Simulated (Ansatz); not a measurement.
This script makes a scan of the bond length of K2 (charge +1) with Ansatz 0.2.0 through its Python package.

`k2.py`
```python
import ansatz as az
import numpy as np

BASIS_SET = 'def2-TZVP'
XC = 'cam_b3lyp'
CHARGE = 1


def main() -> None:
    k2 = (
        az.Crystal.molecule()
        .atom('K', [0.0, 0.0, 0.0])
        .atom('K', [0.0, 0.0, 3.99])
    )

    symbols = [site.symbol for site in k2.cartesian_sites]
    start = np.array([site.position_ang for site in k2.cartesian_sites])
    axis = (start[1] - start[0]) / np.linalg.norm(start[1] - start[0])
    moving = [1]
    lengths, energies = [3.39, 3.67, 3.99, 4.39, 4.99, 5.98, 7.18, 8.78], []
    for length in lengths:
        xyz = start.copy()
        xyz[moving] += (length - np.linalg.norm(start[1] - start[0])) * axis
        point = az.Crystal.molecule()
        for symbol, place in zip(symbols, xyz):
            point = point.atom(symbol, place.tolist())
        calculation = (
            point.calculation()
            .basis(gaussian=BASIS_SET)
            .functional(XC)
            .charge(CHARGE)
            .spin('collinear', total=1)
        )
        summary = calculation.run().report
        energies.append(summary['free_energy_ev'])
        print(f'r = {length:6.3f} A  E = {energies[-1]:.5f} eV  <S^2> = {abs(summary["mean_field"]["state"]["spin_squared"]):.3f}')

    print('energy above the lowest point (eV):', [round(e - min(energies), 3) for e in energies])


if __name__ == '__main__':
    main()
```

Its results, one of them left out:

| r (Å) | E less the lowest row shown (eV) |
| --- | --- |
| 3.390 | 0.3849 |
| 3.670 | ? |
| 3.990 | 0.0647 |
| 4.390 | 0.0000 |
| 4.990 | 0.0216 |
| 5.980 | 0.1797 |
| 7.180 | 0.3792 |

What is the missing energy at 3.670 Å?

A cubic in 1/r through the 6 rows shown, E = 2.1991 -15.6789/r +6.8653/r² +86.2766/r³ (eV, Å), gives 0.1820 eV at 3.670 Å. The run gave 0.1934 eV, a miss of 11.3 meV.

The basis set is modest, and single-reference methods fail as a bond breaks. The species is open-shell (spin multiplicity 2). For an odd-electron ion, approximate functionals spread the charge over both fragments and lower the stretched end too much. The spin state was assumed, and another may lie lower. Hardware and time: 29 s on 1 thread of Arm Neoverse V2, with other jobs on the host, peak memory 0.27 GiB.
